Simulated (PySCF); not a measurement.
# CH9NOSi2: the cost of one run

Programs: PySCF 2.14.0, with density-fitted response routines of our own. Each step states its level of theory. These are calculated values for one molecule in the gas phase, unless marked as measured. Atoms are numbered from 0 throughout.

### Step 1. The molecule as given

14 atoms, charge 0, multiplicity 1; geometry from: GFN2-xTB. The atoms were then displaced at random by about 0.01 Å, so the start is not that level's minimum.

Bonds of the start (Å): C0–Si1 1.89, Si1–N2 1.73, Si1–O3 1.66, O3–Si4 1.59, C0–H5 1.11, C0–H6 1.09, C0–H7 1.05, Si1–H8 1.49, N2–H9 0.99, N2–H10 1.02, Si4–H11 1.45, Si4–H12 1.44, Si4–H13 1.47.

### Step 2. Optimising the geometry at PBE0-D3(BJ)/def2-SVP

Job settings and geometry (Å):

```
{"job": {"xc": "PBE0", "basis": "def2-SVP", "d3": "d3bj", "grid": 1, "shake": 0.01, "kind": "geom"}, "charge": 0, "multiplicity": 1}
C     -1.776170    -0.932560     0.040520
Si    -0.587540     0.196370     0.971620
N     -0.741270     1.780370     0.294320
O      0.986340    -0.273420     0.735770
Si     2.367920    -0.498120    -0.009700
H     -2.825030    -0.705800     0.333600
H     -1.719600    -0.750130    -1.035590
H     -1.579080    -1.950330     0.223790
H     -0.719900     0.087190     2.450180
H     -1.627170     2.221370     0.276740
H     -0.021250     2.459790     0.534920
H      2.227240    -0.288160    -1.433810
H      2.732690    -1.854490     0.307040
H      3.275660     0.492820     0.582870
```

Started as:

```
$ OMP_NUM_THREADS=1 python probes_run.py task.json out
```

This one command runs all jobs of the session in turn.

**Question.** How long does this first job take on 1 thread of Arm Neoverse V1, shared host, and how much memory does it need?

About 2.4 min, with a peak of 0.52 GiB.
